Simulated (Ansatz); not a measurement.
# Er3O: the cost of one run

Computed with Ansatz 0.2.0 (DFT PBE, scalar-relativistic, plane waves, PAW; 4f electrons in the core of a trivalent norm-conserving potential, unless a step's input says otherwise).

### Step 1. The starting structure

The structure is cubic, space group Fm-3m (No. 225). The conventional cell has a = 6.801 Å, b = 6.801 Å, c = 6.801 Å, α = 90.00°, β = 90.00°, γ = 90.00°. Er (site symmetry -43m) is surrounded by 4 Er at 2.94 Å and 4 O at 2.94 Å. Er (site symmetry m-3m) is surrounded by 8 Er at 2.94 Å. O (site symmetry m-3m) is surrounded by 8 Er at 2.94 Å.

Coordinates:

```
CELL_PARAMETERS angstrom
0.00000 3.40035 3.40035
3.40035 0.00000 3.40035
3.40035 3.40035 0.00000
ATOMIC_POSITIONS crystal
Er 0.25000 0.25000 0.25000
Er 0.75000 0.75000 0.75000
Er 0.50000 0.50000 0.50000
O 0.00000 0.00000 0.00000
```

The cell is invented: species swapped into a database cell of TaW3 (Fm-3m, No. 225), with O on the Ta sites and Er on the W sites. Lengths come from tabulated atomic sizes and are only a guess.

### Step 2. Probe: one point on a coarse mesh

input.yaml reads:

```yaml
crystal:
  lattice:
    - [0.0, 3.40035343, 3.40035343]
    - [3.40035343, 0.0, 3.40035343]
    - [3.40035343, 3.40035343, 0.0]
  atoms:
    - { symbol: Er, position: [0.25, 0.25, 0.25] }
    - { symbol: Er, position: [0.75, 0.75, 0.75] }
    - { symbol: Er, position: [0.5, 0.5, 0.5] }
    - { symbol: O, position: [0.0, 0.0, 0.0] }
basis:
  ecutwfc: 770
kpoints:
  mp_grid: { grid: [4, 4, 4] }
hamiltonian:
  xc: pbe
  pseudopotentials:
    kind: paw
    azcp: { Er: "pseudopotentials/pbe/nc/lanthanide_3plus/Er.nc.azcp" }
scf:
  occupations: { method: gaussian, width: 0.1 }
  lower_state_search: "off"
output:
  forces: true
  stress: true
  eigenvalues: true
```

Run with:

```
ansatz run input.yaml --threads 1 --pin off --max-ram 2560MiB --backend cpu --events-out ev --progress --plain --runs-dir out
```

**Question.** How long does this run take on 1 thread of Arm Neoverse V1, shared host, and how much memory does it need?

About 3.1 s, with a peak of 0.35 GiB.
